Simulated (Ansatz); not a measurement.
# SiZr: the cost of one run

Method: def2-QZVPP, core rule «outside noble gas», up to 9 orbitals frozen; program: Ansatz 0.2.0, Gaussian basis.

The runs, in order: UHF; ROHF; CCSD(T) on UHF.

### 1 The geometry

The geometry is a PBE0/def2-TZVP stationary point (not a proven minimum) of the parent state, kept for this charge and spin. No spin-orbit coupling is included. Elements past krypton take def2 core potentials.

2 atoms, charge 0, spin multiplicity 3.

Atoms are counted from 1 here; the program's logs count them from 0.

Bond lengths: Zr1–Si2 2.518 Å.

### 2 UHF

Contents of in.yaml:

```yaml
crystal:
  periodic: [false, false, false]
  atoms:
    - {symbol: Zr, position_ang: [0.000000, 0.000000, 0.000000]}
    - {symbol: Si, position_ang: [0.000000, 0.000000, 2.518200]}
basis:
  gaussian: {orbitals: "def2-QZVPP.json"}
magnetization: {spin_polarized: true, initial_magnetization: 2}
hamiltonian: {xc: hf}
output: {orbitals: {seedname: orbitals}}
```

The run is started by

```console
ansatz run in.yaml --threads 1 --pin off --events-out ev --progress --plain --max-ram 4096MiB --backend cpu
```

**Question.** How long does this run take on 1 thread of AMD EPYC 7R13, shared host, and how much memory does it need?

About 70 s, with a peak of 0.39 GiB.
